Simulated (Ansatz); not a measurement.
**ZrH₂ (triplet): B2PLYP, RPA-PBE over a scan of the scale of all distances, def2-SVP**

How well do these functionals follow the top wave-function level for ZrH₂ (triplet) over a scan of the scale of all distances?

Program: Ansatz 0.2.0, Gaussian basis. Level of theory: def2-SVP, all electrons in the functionals, frozen cores in the correlation of double hybrids and RPA. These are calculated values, not measurements.

The runs, in order: B2PLYP, RPA-PBE, at 0.873; 1.000; 1.115; 1.324; 1.519; 1.770; 1.972; 2.404.

21 further runs of the same task are left out: 8 for a known fault of the program, 13 that didn't finish.

### Step 1. What is computed

The geometry derives from a PBE0/def2-TZVP stationary point (not a proven minimum). All distances are scaled together. No spin-orbit coupling is included. Elements past krypton take def2 core potentials.

3 atoms, charge 0, spin multiplicity 3.

Atoms are counted from 1 here; the program's logs count them from 0.

Bond lengths: Zr1–H2 1.963 Å, Zr1–H3 1.963 Å. Angles: H2–Zr1–H3 180.0°.

Coordinates:

```xyz
3
charge 0, multiplicity 3
Zr    0.0000    0.0000    0.0000
H     0.0000    0.0000   -1.9633
H     0.0000    0.0000    1.9633
```

No dispersion term is added.

The geometry shown and the zero of energy belong to the point 1.000. The yardstick, FCI, and other wave-function levels (R restricted, U unrestricted, valence and pair active spaces) come from earlier runs.

### Step 2. B2PLYP, 0.873

File in.yaml:

```yaml
crystal:
  periodic: [false, false, false]
  atoms:
    - {symbol: Zr, position_ang: [0.000000, 0.000000, 0.000000]}
    - {symbol: H, position_ang: [0.000000, 0.000000, -1.713961]}
    - {symbol: H, position_ang: [0.000000, 0.000000, 1.713961]}
basis:
  gaussian: {orbitals: def2-SVP}
magnetization: {spin_polarized: true, initial_magnetization: 2}
hamiltonian: {xc: {name: B2PLYP}}
correlation: {electrons: outside_noble_gas}
```

On the command line:

```
> ansatz run in.yaml --threads 1 --pin off --events-out ev --progress --plain --max-ram 2393MiB
```

After this run come: B2PLYP, 1.000; B2PLYP, 1.115; B2PLYP, 1.324; B2PLYP, 1.519; B2PLYP, 1.770; B2PLYP, 1.972; B2PLYP, 2.404; RPA-PBE, 0.873; RPA-PBE, 1.000; RPA-PBE, 1.115; RPA-PBE, 1.324; RPA-PBE, 1.519; RPA-PBE, 1.770; RPA-PBE, 1.972; RPA-PBE, 2.404.

**Question.** What will the summary of the whole plan be? Wanted: span of the FCI curve; largest miss, B2PLYP; largest miss, RPA-PBE.

The runs gave:

| quantity | value |
| --- | --- |
| span of the FCI curve | 114.3 kcal/mol |
| largest miss, B2PLYP | +1.9 kcal/mol (1.324) |
| largest miss, RPA-PBE | -0.5 kcal/mol (1.324) |

Of the functionals, RPA-PBE keep the smallest largest miss at the points compared (at most 0.5 kcal/mol) and B2PLYP strays most (1.9 kcal/mol, at 1.324). B2PLYP, RPA-PBE clearly break the spin symmetry at some points (⟨S²⟩ up to 1.56 above the pure value), so energy there is bought with a mixed spin. Functionals and the yardstick converge differently with the basis, so part of each miss in def2-SVP is the basis.
